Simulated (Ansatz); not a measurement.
# HPbNO4 (P1) in Ansatz: notebook, part 2 of 2

Ansatz 0.2.0. The steps go on from the part before.

## Step 3: Projected density of states, PBE

File input.yaml:

```yaml
crystal:
  lattice:
    - [3.85404, 0.14384, 0.09012]
    - [-0.2532, 5.52698, 0.16471]
    - [-0.48197, -1.9272, 5.72025]
  atoms:
    - { symbol: H, position: [0.10913, 0.65718, 0.54463] }
    - { symbol: Pb, position: [0.61029, 0.52127, 0.151] }
    - { symbol: "N", position: [0.9158, 0.96263, 0.95867] }
    - { symbol: O, position: [0.01384, 0.13639, 0.88084] }
    - { symbol: O, position: [0.72398, 0.01057, 0.12858] }
    - { symbol: O, position: [0.00389, 0.73732, 0.87043] }
    - { symbol: O, position: [0.11927, 0.59324, 0.37651] }
kpoints:
  mp_grid: { grid: [7, 5, 5] }
  band_path:
    path: [[0.5, 0.0, 0.0], [0.0, 0.0, 0.0], [0.0, -0.5, 0.0]]
    npoints: 12
scf:
  occupations: { method: fermi_dirac, width: 0.05 }
hamiltonian:
  xc: pbe
  pseudopotentials: { kind: all_electron, lapw: { basis_error: 0.002 } }
output:
  forces: true
  stress: true
  eigenvalues: true
  fatbands: false
  dos: { projected: true, de: 0.1, e_range: [-20, 6] }
  populations: true
```

Potentials or basis: all-electron LAPW, scalar-relativistic.

Started as:

```console
$ ansatz run input.yaml --threads 8 --pin off --max-ram 24576MiB --backend cpu --events-out ev --progress --plain --runs-dir out
```

Standard output:

```text
Warning: RAYON_NUM_THREADS=8 ignored (pool sized by the plan → 8); use --threads N
H: projections on atomic orbitals take those of the free atom 1s1, of charge +0.00 (hamiltonian.pseudopotentials.projection_atoms)
Pb: projections on atomic orbitals take those of the free atom 1s2 2s2 2p6 3s2 3p6 3d10 4s2 4p6 4d10 4f14 5s2 5p6 5d10 6s2 6p2, of charge +0.00 (hamiltonian.pseudopotentials.projection_atoms)
N: projections on atomic orbitals take those of the free atom 1s2 2s2 2p3, of charge +0.00 (hamiltonian.pseudopotentials.projection_atoms)
O: projections on atomic orbitals take those of the free atom 1s2 2s2 2p4, of charge +0.00 (hamiltonian.pseudopotentials.projection_atoms)
LAPW: plane waves up to 13.845 Å⁻¹, error target 2.0e-3 eV per atom; small_component_spin mean_spin; H in spheres of 0.337 Å, 1 of its electrons in bands, Dirac shells []; N in spheres of 0.609 Å, 7 of its electrons in bands, Dirac shells []; O in spheres of 0.644 Å, 8 of its electrons in bands, Dirac shells []; Pb in spheres of 0.889 Å, 54 of its electrons in bands, Dirac shells [] (how accurate: hamiltonian.pseudopotentials.lapw.basis_error, Limitations)
Engine: ansatz 0.2.0, aarch64-unknown-linux-gnu
Pseudopotentials: kind: all_electron
Pseudopotential: H, LAPW, valence charge 1, lapw/all_electron/scalar/gaussian/H, Koelling and Harmon's equation, gaussian nucleus
Pseudopotential: Pb, LAPW, valence charge 54, lapw/all_electron/scalar/gaussian/Pb, Koelling and Harmon's equation, gaussian nucleus
Pseudopotential: N, LAPW, valence charge 7, lapw/all_electron/scalar/gaussian/N, Koelling and Harmon's equation, gaussian nucleus
Pseudopotential: O, LAPW, valence charge 8, lapw/all_electron/scalar/gaussian/O, Koelling and Harmon's equation, gaussian nucleus
Functional definition: PBE
  parameter kappa = 0.804
  parameter beta = 0.06672455060314922
  exchange = pbe_x(kappa = kappa, mu = beta*pi^2/3)
  correlation = pbe_c(beta = beta)
Crystal: 7 atoms, lattice volume = 123.553 Å³
Basis set: ecut = 730.3207305061812 eV, 5533 PW (Γ), exchange–correlation at level 2
Bands: 57, of which v1, the nominal top of the filled ones, is band 47 counted from 1 (46 counted from 0)
Symmetry: 1 space group operations
Space group: P1 (ITA 1), of the structure as read, at distance tolerance 5.0e-5 Å
k-points: 88 of 175 (time reversal used)
Non-local potential: H, projectors of the file, none
Non-local potential: Pb, projectors of the file, none
Non-local potential: N, projectors of the file, none
Non-local potential: O, projectors of the file, none
Initial density: superposition of atomic densities (chi_scale 0.1, normalization cell, long waves kept (reshape's long-wave potential 0.48 eV rms))
Initial wavefunctions: plane waves of lowest kinetic energy (no species holds an atomic orbital)
Functional: x = pbe(κ = 0.804, μ = 0.2195149727645171), c = pbe(β = 0.06672455060314922)
iter 1 solved again at ethr=1.59e-2 eV; its pass at ethr=1.00e-1 eV (dr2=1.50e1 eV) is discarded
SCF iter   1: F=—  HF=-577766.422581 eV  |F-HF|=—  |Δ(HF+E_count)|=         —  Δρ=1.08e-1  dr2=1.49e1  ethr=1.59e-2  ⟨swp⟩=2.1  Hψ=32428  notcnv=0
preconditioner: auto → Resta (q_TF=auto, 2.607 Å⁻¹)  ε∞=2.5  [insulator: Δε(μ)=4.372 eV  Ē_g=18.253 eV  σ=0.050 eV  W_gap=1.00  n_scr=34 (ndim 8)  ℏωp=22.2 eV  f_vac=0.369  D(μ)=0.00/eV (n_scr^D=0)  ε∞_Penn≈2.5]
iter 2 solved again at ethr=1.22e-3 eV; its pass at ethr=1.59e-2 eV (dr2=1.14e0 eV) is discarded
SCF iter   2: F=—  HF=-577762.007428 eV  |F-HF|=—  |Δ(HF+E_count)|=    4.42e0  Δρ=4.31e-2  dr2=1.14e0  ethr=1.22e-3  ⟨swp⟩=2.0  Hψ=26552  notcnv=0
SCF iter   3: F=—  HF=-577761.615804 eV  |F-HF|=—  |Δ(HF+E_count)|=   3.92e-1  Δρ=1.87e-2  dr2=3.91e-1  ethr=1.22e-3  ⟨swp⟩=3.0  Hψ=15625  notcnv=0
SCF iter   4: F=—  HF=-577761.557239 eV  |F-HF|=—  |Δ(HF+E_count)|=         —  Δρ=7.65e-3  dr2=6.46e-2  ethr=4.16e-4  ⟨swp⟩=3.0  Hψ=15122  notcnv=0
the basis was enlarged: its passes take 168.9 KiB over the memory plan, 8 of 8 planned eigensolver slots
SCF iter   5: F=—  HF=-577761.546101 eV  |F-HF|=—  |Δ(HF+E_count)|=   1.11e-2  Δρ=2.56e-3  dr2=7.34e-3  ethr=6.87e-5  ⟨swp⟩=3.0  Hψ=15114  notcnv=0
SCF iter   6: F=—  HF=-577761.546648 eV  |F-HF|=—  |Δ(HF+E_count)|=   5.47e-4  Δρ=9.63e-4  dr2=1.24e-3  ethr=7.81e-6  ⟨swp⟩=3.0  Hψ=14669  notcnv=0
SCF iter   7: F=—  HF=-577761.547555 eV  |F-HF|=—  |Δ(HF+E_count)|=   9.07e-4  Δρ=7.35e-4  dr2=7.39e-4  ethr=1.32e-6  ⟨swp⟩=3.0  Hψ=14885  notcnv=0
SCF iter   8: F=—  HF=-577761.547506 eV  |F-HF|=—  |Δ(HF+E_count)|=   4.94e-5  Δρ=1.72e-4  dr2=4.65e-5  ethr=7.87e-7  ⟨swp⟩=3.0  Hψ=13998  notcnv=0
SCF iter   9: F=—  HF=-577761.547523 eV  |F-HF|=—  |Δ(HF+E_count)|=   1.70e-5  Δρ=6.52e-5  dr2=6.97e-6  ethr=4.95e-8  ⟨swp⟩=3.0  Hψ=14237  notcnv=0
SCF iter  10: F=—  HF=-577761.547523 eV  |F-HF|=—  |Δ(HF+E_count)|=   6.93e-7  Δρ=4.47e-5  dr2=2.72e-6  ethr=7.41e-9  ⟨swp⟩=3.0  Hψ=14168  notcnv=0
SCF iter  11: F=—  HF=-577761.547523 eV  |F-HF|=—  |Δ(HF+E_count)|=   5.67e-7  Δρ=1.27e-5  dr2=1.73e-7  ethr=2.89e-9  ⟨swp⟩=3.0  Hψ=13971  notcnv=0
SCF iter  12: F=-577761.547523 eV  HF=-577761.547523 eV  |F-HF|=1.58e-8  |Δ(HF+E_count)|=   1.58e-7  Δρ=4.78e-6  dr2=3.16e-8  ethr=1.85e-10  ⟨swp⟩=3.0  Hψ=13939  notcnv=0
SCF 1 converged in 12 iterations: F = -577761.547523 eV  dr2 = 3.16e-8
NSCF: frozen V_eff on 25 k-points
SCF converged after 12 iterations
Free energy (F): -577761.547523 eV
Harris-Foulkes:  -577761.547523 eV  (|F-HF|=1.58e-8)
Internal energy: -577761.547523 eV  (E = F + TS)
E sigma→0 (E₀):  -577761.547523 eV
Fermi energy:    3.896843 eV
--- Per-component energies (eV) ---
  E_band       = -17017.807019
  E_kinetic    = 664648.545391
  E_xc         = -11703.108393
  E_electrostatic = -1230706.984521  (all electrons and nuclei)
  E_smearing   = -0.000000  (= −TS)
  E_closure    = 0.000000  (closes the sum)
  E_atoms      = -577720.888126  (free atoms, spherical and without spin; not in F)
  Σ components = -577761.547523   (vs F -577761.547523, Δ=0.00e0)
  Basis errors (estimates in eV, not in F): energy 1.2e-3 per atom: plane waves 1.1e-3 (6.9e-4 summed), levels above the bands 3.1e-92, relativity 1.5e-7, radial functions 8.6e-5, core shells 3.3e-10; eigenvalues (radial functions only) 9.7e-6; not estimated: angular momenta, meshes, grids; target (lapw.basis_error) 2.0e-3; muffin-tin radii H 0.337 Å, N 0.609 Å, O 0.644 Å, Pb 0.889 Å
--- Forces (eV/Å), atoms counted from 1 ---
  atom   1  H      0.00254789    -0.00104158    -0.02329743
  atom   2  Pb    -0.00078660     0.00038761    -0.00079806
  atom   3  N      0.00279644    -0.00393288    -0.00356585
  atom   4  O     -0.01505973    -0.04298949     0.01656202
  atom   5  O      0.03118491     0.00358936    -0.03551396
  atom   6  O     -0.01832698     0.04313244     0.02354460
  atom   7  O     -0.00237604     0.00086867     0.02311295
  max |Σ_I F_I| component: 4.43e-5 eV/Å
--- Stress (GPa, compression-positive) ---
       -0.044170       0.007564       0.080773
        0.007564      -0.124718       0.025895
        0.080773       0.025895      -0.071895
  P = ⅓ Tr σ = -0.0803 GPa (-0.803 kbar)
--- Band table (eV; the first three rows and the last of 88) ---
  k-point 0: bands = ["-846.4967", "-636.3341", "-636.3236", "-636.3039", "-503.3547", "-503.3022", "-503.2759", "-501.5698", "-392.9748", "-392.9736", "-392.9608", "-392.9532", "-392.9462", "-379.6181", "-135.3572", "-124.3950", "-124.3948", "-124.3831", "-124.3828", "-124.3748", "-124.3664", "-124.3648", "-77.2517", "-77.2110", "-77.1608", "-23.3110", "-17.9169", "-17.6821", "-15.1581", "-12.7325", "-12.7194", "-12.7039", "-12.6738", "-12.5939", "-7.4400", "-5.2453", "-5.0362", "-4.8552", "-4.2154", "-0.6918", "-0.4676", "0.1553", "0.4579", "0.6438", "0.8554", "1.6403", "1.9246", "5.8330", "6.7075", "8.1695", "8.3644", "10.1951", "11.6473", "11.9051", "12.4847", "13.1376", "13.4844"]
  k-point 1: bands = ["-846.4967", "-636.3341", "-636.3236", "-636.3039", "-503.3547", "-503.3022", "-503.2759", "-501.5698", "-392.9748", "-392.9736", "-392.9608", "-392.9532", "-392.9462", "-379.6181", "-135.3572", "-124.3950", "-124.3948", "-124.3831", "-124.3828", "-124.3748", "-124.3664", "-124.3648", "-77.2517", "-77.2110", "-77.1608", "-23.3109", "-17.9169", "-17.6826", "-15.1582", "-12.7325", "-12.7193", "-12.7037", "-12.6739", "-12.5924", "-7.4675", "-5.2320", "-5.0306", "-4.8315", "-4.1655", "-0.7934", "-0.6627", "0.1814", "0.6034", "0.7401", "0.8520", "1.6269", "1.9336", "5.7881", "6.4362", "8.1624", "8.8270", "10.2379", "11.5249", "11.6579", "12.5148", "13.3561", "14.0822"]
  k-point 2: bands = ["-846.4967", "-636.3341", "-636.3236", "-636.3039", "-503.3547", "-503.3022", "-503.2759", "-501.5698", "-392.9748", "-392.9736", "-392.9608", "-392.9532", "-392.9462", "-379.6181", "-135.3572", "-124.3950", "-124.3948", "-124.3831", "-124.3828", "-124.3748", "-124.3664", "-124.3648", "-77.2517", "-77.2110", "-77.1608", "-23.3107", "-17.9170", "-17.6834", "-15.1584", "-12.7325", "-12.7193", "-12.7035", "-12.6739", "-12.5898", "-7.5098", "-5.2174", "-5.0230", "-4.7945", "-4.0659", "-1.1361", "-0.6794", "0.2167", "0.6178", "0.8162", "1.0240", "1.6077", "1.9460", "5.6707", "6.1859", "8.1525", "9.4461", "10.4892", "11.0252", "11.4693", "12.9273", "13.6284", "14.1756"]
  k-point 87: bands = ["-846.4967", "-636.3341", "-636.3236", "-636.3039", "-503.3547", "-503.3022", "-503.2759", "-501.5698", "-392.9748", "-392.9736", "-392.9608", "-392.9532", "-392.9462", "-379.6181", "-135.3572", "-124.3950", "-124.3948", "-124.3831", "-124.3828", "-124.3748", "-124.3664", "-124.3648", "-77.2517", "-77.2110", "-77.1611", "-23.2746", "-17.9117", "-17.7241", "-15.1604", "-12.7464", "-12.7338", "-12.7055", "-12.6289", "-12.3773", "-7.2572", "-5.5717", "-5.0073", "-4.8807", "-3.9356", "-2.6975", "-0.3196", "0.0366", "0.4369", "0.7273", "1.6966", "1.8420", "2.0918", "5.5910", "7.4572", "7.7341", "8.5631", "10.6876", "11.0605", "12.1557", "12.9519", "13.2824", "13.9293"]
--- Löwdin populations: 7 sites ---
  site symbol       q [e]
     0      H      0.6237
     1     Pb     80.9882
     2      N      6.2199
     3      O      8.3559
     4      O      8.3734
     5      O      8.3777
     6      O      8.7375
  spilling = 0.002654 (of n_electrons = 122.000000)
```

Run time: 8.3 min. Hardware: 8 threads of Arm Neoverse N1, shared host; peak memory 12 GiB.

Results:

```
Free energy             : -577761.5475 eV
Pressure                : -0.1 GPa
Largest force           : 0.052 eV/Å
Band gap on the k mesh  : 3.17 eV, indirect (least direct gap 3.25 eV)
Band gap along the path : 3.56 eV, direct
Loewdin charges         : H +0.38; Pb +1.01; N +0.78; O -0.36, -0.37, -0.38, -0.74 e
```

Forces on the atoms (eV/Å):
```
H    0.003 -0.001 -0.023
Pb  -0.001  0.000 -0.001
N    0.003 -0.004 -0.004
O   -0.015 -0.043  0.017
O    0.031  0.004 -0.036
O   -0.018  0.043  0.024
O   -0.002  0.001  0.023
```

Stress tensor (GPa, compression positive):
```
-0.04  0.01  0.08
 0.01 -0.12  0.03
 0.08  0.03 -0.07
```

Levels at the corners of the path, in eV from the valence-band top:
```csv
point,band 44,band 45,band 46,band 47,band 48,band 49,band 50,band 51
X,-1.23,-0.24,-0.10,0.00,3.56,5.32,5.92,6.66
Γ,-1.35,-1.14,-0.35,-0.07,3.84,4.72,6.18,6.37
Y,-1.14,-0.79,-0.52,-0.22,3.90,4.68,5.03,7.87
```

States per cell in windows of 1 eV (zero at the valence-band top; states under -8 eV left out):
```
from (eV)  total  O7 2p  Pb2 6p  O5 2p  O4 2p  O6 2p  N3 2p
     -8.0   6.00   0.08    0.06   0.97   0.98   0.94   1.72
     -7.0   2.00   0.46    0.03   0.07   0.10   0.09   0.05
     -6.0   0.11   0.07    0.01   0.00   0.00   0.00   0.00
     -5.0   1.12   0.62    0.08   0.03   0.03   0.04   0.00
     -4.0   0.77   0.29    0.03   0.09   0.05   0.07   0.00
     -3.0   4.10   0.52    0.34   1.06   1.00   1.06   0.00
     -2.0   4.38   0.49    0.08   1.22   1.21   1.23   0.00
     -1.0   5.52   2.44    0.25   0.78   0.85   0.77   0.01
      0.0   0.00   0.00    0.00   0.00   0.00   0.00   0.00
      1.0   0.00   0.00    0.00   0.00   0.00   0.00   0.00
      2.0   0.00   0.00    0.00   0.00   0.00   0.00   0.00
      3.0   2.03   0.03    0.19   0.34   0.36   0.33   0.69
      4.0   1.66   0.06    1.28   0.04   0.04   0.04   0.04
      5.0   2.40   0.11    1.81   0.10   0.06   0.05   0.03
      6.0   1.60   0.16    0.94   0.04   0.03   0.04   0.03
```

Caveat: spin-orbit coupling is left out, which as a rule narrows the gap of such compounds by several tenths of an eV.

## Step 4: The reference run

An earlier run on the cell as given: functional PBE; potentials or basis all-electron LAPW, scalar-relativistic; cutoff 805 eV (chosen from the basis error); basis error allowed 0.001 eV/atom; k mesh 7 × 5 × 5; occupations fermi-dirac, width 0.05 eV; no spin polarisation.

- Pressure: -0.1 GPa
- Largest force: 0.053 eV/Å
- Band gap on the k mesh: 3.17 eV, indirect (least direct gap 3.25 eV)
- Loewdin charges: H +0.38; Pb +1.01; N +0.78; O -0.36, -0.37, -0.38, -0.74 e

## Step 5: The runs side by side

| task | level | k mesh | cutoff (eV) | basis error allowed | gap on the mesh (eV) | pressure (GPa) | largest force (eV/Å) |
| --- | --- | --- | --- | --- | --- | --- | --- |
| band structure | LDA | 5 × 4 × 4 | 733 | 0.002 eV/atom | 3.10 | -4.5 | 0.98 |
| projected density of states | PBE | 7 × 5 × 5 | 730 | 0.002 eV/atom | 3.17 | -0.1 | 0.05 |
| single point | PBE | 7 × 5 × 5 | 805 | 0.001 eV/atom | 3.17 | -0.1 | 0.05 |

Alike in all rows: potentials or basis all-electron LAPW, scalar-relativistic; no spin polarisation; cell as given; smearing fermi-dirac 0.05 eV.

On the cell as given the gap runs from 3.10 eV (LDA) to 3.17 eV (PBE); the meshes differ, which moves gaps too. The pressure there spans -4.5 GPa (LDA) to -0.1 GPa (PBE); a positive pressure means that this level wants a larger cell, a negative one a smaller.

Caveats: spin-orbit coupling is left out, which as a rule narrows the gap of such compounds by several tenths of an eV; an odd mesh through Γ misses points on the zone boundary, where band edges often lie (some runs).

Compare energies only between runs with the same functional and basis.
